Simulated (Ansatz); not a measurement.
CH₅BSeSi, SMILES C[SiH]1B[Se]1: an atomisation energy, run with the Ansatz DFT code, driven from Python.

The script, `tae.py`:
```python
'''Atomisation energy of CH5BSeSi at the given geometry.'''

from collections import Counter

import ansatz
from ase import Atoms

BASIS_SET = 'def2-SVP'
FUNCTIONAL = 'pbe'


def energy_of(molecule, charge=0, unpaired=0):
    calc = (
        molecule.calculation()
        .basis(gaussian=BASIS_SET)
        .functional(FUNCTIONAL)
    )
    if charge:
        calc = calc.charge(charge)
    if unpaired:
        calc = calc.spin('collinear', total=unpaired)
    return calc.run().report['free_energy_ev']


def main() -> None:
    atoms = Atoms(['C', 'Si', 'B', 'Se', 'H', 'H', 'H', 'H', 'H'], positions=[
        (-0.333, 0.7714, -0.9752),
        (0.057, -0.7909, -0.1417),
        (0.7583, -0.529, 1.6845),
        (-1.1255, -1.2203, 1.4823),
        (-1.1783, 0.6235, -1.7516),
        (-0.7417, 1.5646, -0.2368),
        (0.5423, 1.2246, -1.4939),
        (0.6082, -1.9168, -0.9154),
        (1.5012, 0.2266, 2.3307),
    ])
    ch5bsesi = ansatz.Crystal.molecule_from_ase(atoms)

    # Hund ground states
    unpaired = {'C': 2, 'Si': 2, 'B': 1, 'Se': 2, 'H': 1}
    counts = Counter(site.symbol for site in ch5bsesi.cartesian_sites)
    atom_energy = {s: energy_of(ansatz.Crystal.molecule().atom(s, (0, 0, 0)), 0, unpaired[s]) for s in counts}
    whole = energy_of(ch5bsesi, 0, 0)
    for s, e in atom_energy.items():
        print(f'{s:2s} x{counts[s]}  {e:14.5f} eV')
    print(f'CH5BSeSi: {whole:.5f} eV')
    split = sum(counts[s] * e for s, e in atom_energy.items()) - whole
    print(f'atomisation energy (no zero-point term): {96.485332 * split:.1f} kJ/mol, {split / sum(counts.values()):.3f} eV an atom')


if __name__ == '__main__':
    main()
```

What does it cost to take this molecule apart into atoms?

3032.5 kJ/mol from the electronic energies, without the zero-point term.

What the script printed:

Output of `python tae.py`:
```text
C  x1     -1027.26350 eV
Si x1     -7867.46925 eV
B  x1      -668.89754 eV
Se x1    -65329.91724 eV
H  x5       -13.56840 eV
CH5BSeSi: -74992.81919 eV
atomisation energy (no zero-point term): 3032.5 kJ/mol, 3.492 eV an atom
```

Caveats:
- Total energies depend on the basis set; only differences at equal settings carry meaning.
- The geometry is a force-field or estimated start, not a minimum of this method, and the basis set is short of its limit. All parts are taken at fixed geometry, without zero-point energy.
- This functional overbinds, so such energies come out a few per cent too high (LDA far more).
- The spin-orbit lowering of heavy atoms is left out.
- Finished in 4.5 s on 1 thread of Arm Neoverse V2, with other jobs on the host, peak memory 0.21 GiB.
